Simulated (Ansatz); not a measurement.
Input of an Ansatz 0.2.0 run:

File input.yaml:

```yaml
crystal:
  lattice:
    - [4.432465, 0.0, 0.0]
    - [0.0, 4.432465, 0.0]
    - [0.0, 0.0, 4.432465]
  atoms:
    - { symbol: Se, position: [0.0, 0.0, 0.0] }
    - { symbol: Ga, position: [0.5, 0.5, 0.0] }
    - { symbol: Ga, position: [0.5, 0.0, 0.5] }
    - { symbol: Ga, position: [0.0, 0.5, 0.5] }
hamiltonian:
  xc: lda
  pseudopotentials: { kind: paw }
kpoints:
  mp_grid: { grid: [6, 6, 6] }
  band_path:
    path:
      - [[0.0, 0.0, 0.0], [0.0, 0.5, 0.0], [0.5, 0.5, 0.0], [0.0, 0.0, 0.0], [0.5, 0.5, 0.5], [0.0, 0.5, 0.0]]
      - [[0.5, 0.5, 0.0], [0.5, 0.5, 0.5]]
    npoints: 14
scf:
  occupations: { method: fermi_dirac, width: 0.05 }
  n_extra_bands: 10
output:
  forces: true
  stress: true
  eigenvalues: true
  fatbands: true
```

Potentials or basis: Ansatz PAW.

The run is started by

```sh
$ ansatz run input.yaml --threads 2 --pin off --max-ram 5632MiB --backend cpu --events-out ev --progress --plain --runs-dir out
```

Estimate the pressure.

-4.9 GPa.

Predict the band gap on the k mesh.

none (metal or under the smearing width).

Levels at the corners of the path, in eV from the Fermi level:
```csv
point,band 25,band 26,band 27,band 28,band 29,band 30,band 31,band 32
Γ,-3.68,-2.94,-2.94,1.61,1.61,1.61,4.35,4.35
X,-2.73,-2.29,-1.00,-0.25,-0.25,1.20,3.94,4.14
M,-2.10,-0.80,-0.74,-0.74,1.32,1.66,1.66,1.87
Γ,-3.68,-2.94,-2.94,1.61,1.61,1.61,4.35,4.35
R,-4.81,-4.81,-4.81,-3.45,3.94,3.94,3.94,8.41
X,-2.73,-2.29,-1.00,-0.25,-0.25,1.20,3.94,4.14
M,-2.10,-0.80,-0.74,-0.74,1.32,1.66,1.66,1.87
R,-4.81,-4.81,-4.81,-3.45,3.94,3.94,3.94,8.41
```

Caveat: the PAW data sets come from PBE, with cores solved anew for the run's functional, which leaves a small shift of forces and pressure.
